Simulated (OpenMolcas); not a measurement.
**V⁴⁺ among point charges: CASSCF and CASPT2 levels and susceptibility**

Aim: the splitting of the states of V⁴⁺ in the field of 6 point charges, its lowest levels with spin-orbit coupling and its magnetic susceptibility.

Program: OpenMolcas 26.06. Level of theory: state-averaged CASSCF and CASPT2, spin-orbit coupling by RASSI with atomic mean-field integrals. These are calculated values, not measurements, unless marked.

### 1 The system

* Species: V⁴⁺ (vanadium, Z = 23, 19 electrons)
* Basis: ANO-RCC-VDZP [5s4p2d1f], 34 functions
* Scalar Hamiltonian: DKH2, point nucleus
* Inactive shells: 1s 2s 2p 3s 3p
* Active space: 1 electron in 5 orbitals (3d)
* Some configurations of this space: 3d
* Orbitals: optimised for each spin and parity, averaged over all roots

The outer shells:

3d
```
3d [↑ ][  ][  ][  ][  ]
```

The ion sits among 6 point charges of -2 e arranged as an octahedron (Oh), 1.9 Å from the ion.

Each step is its own input file, run in one work folder so that later steps find the files of earlier ones. Labels, J, g values, rates, χT and fits are worked out afterwards by a script from the matrices that RASSI stores. The input lists half of the charges; inversion (Group=XYZ) makes the rest.

### 2 One- and two-electron integrals

File a.inp:

```
&GATEWAY
Coord
1

V 0.0 0.0 0.0
Basis=ANO-RCC-VDZP
Group=XYZ
NoMove
AngMom=0.0 0.0 0.0
AMFI
XField
3 Angstrom 0
1.900000 0.000000 0.000000 -2.000000
0.000000 1.900000 0.000000 -2.000000
0.000000 0.000000 1.900000 -2.000000
&SEWARD
```

Command:

```bash
$ OMP_NUM_THREADS=1 MOLCAS_MEM=1689 MOLCAS_PROJECT=a pymolcas a.inp > a.log
```

### 3 CASSCF: doublets of even parity, 5 roots

File a.inp:

```
&RASSCF
FileOrb=start.orb
Symmetry=1
Spin=2
nActEl=1 0 0
Inactive=3 6
Ras2=5 0
CIRoot=5 5 1
SDav=5
CIMx=300
Iter=120 100
PrWF=0.3
OrbListing=Nothing
MaxOrb=0
>>> COPY $Project.JobIph JOB001
```

start.orb holds the contracted functions of the basis, ordered by shell, or the orbitals of the step before.

### 4 State interaction with spin-orbit coupling

File a.inp:

```
&RASSI
NrOfJobIphs=1 5
1 2 3 4 5
IphNames
JOB001
EJob
SpinOrbit
DIPRint=1.0
SOCoupling=1000.0
Subsets=2
Property=9
'ANGMOM' 1 'ANGMOM' 2 'ANGMOM' 3 'MLTPL  1' 1 'MLTPL  1' 2 'MLTPL  1' 3
'AMFI' 1 'AMFI' 2 'AMFI' 3
SOProperty=3
'ANGMOM' 1 'ANGMOM' 2 'ANGMOM' 3
```

### 5 CASPT2: IPEA 0.25, imaginary shift 0.1 (closed shells correlated: 3s 3p)

File a.inp:

```
>>> COPY JOB001 $Project.JobIph
&CASPT2
Multistate=5 1 2 3 4 5
NoMult
Frozen=2 3
IPEA=0.25
Imaginary=0.1
MaxIter=60
WThr=0.0 0.3 0.05
PrWF=0.5
NoMix
```

(Steps that only read results are left out.)

Q: Predict the outcome of this session. Wanted: spin-free ground state; first state of the same spin within the active space; lowest level; next level.

As calculated:

```
                                            quantity                                                                        value
                                              method  SS-CASPT2, IPEA 0.25, imaginary shift 0.1 (closed shells correlated: 3s 3p)
                              spin-free ground state                                              2T2, 3-fold in its orbital part
first state of the same spin within the active space                                                              2E at 5140 cm⁻¹
                                        lowest level                                                                    4-fold Γ8
                                          next level                                                                   370.2 cm⁻¹
                                         χT at 300 K                                                               0.37 cm³ K/mol
                           effective moment at 300 K                                                                      1.71 μB
```

Cost by method:

```tsv
method	time of its own steps	time with the reference
A. CASSCF	1.5 s	1.5 s
B. SS-CASPT2, IPEA 0.25, imaginary shift 0.1, +3s 3p	0.5 s	2 s
```

Times are of one thread on a shared host.

In words: The spin-free ground state (2T2) comes to 100 % from free-ion D terms and keeps the highest spin of the shell. χT at 300 K is 0.37, against 0.38 cm³ K/mol for the spin alone; near agreement at one temperature doesn't show that the orbital moment is quenched. A ligand-field fit to the states below 45000 cm-1 gives 10Dq = 5136 cm-1, the gap between the two states. CASPT2 does not keep the components of a term degenerate, and the means are used. The field of point charges can differ much from that of real complexes. Point charges carry no covalency, so the field is a model and not that of real ligands.
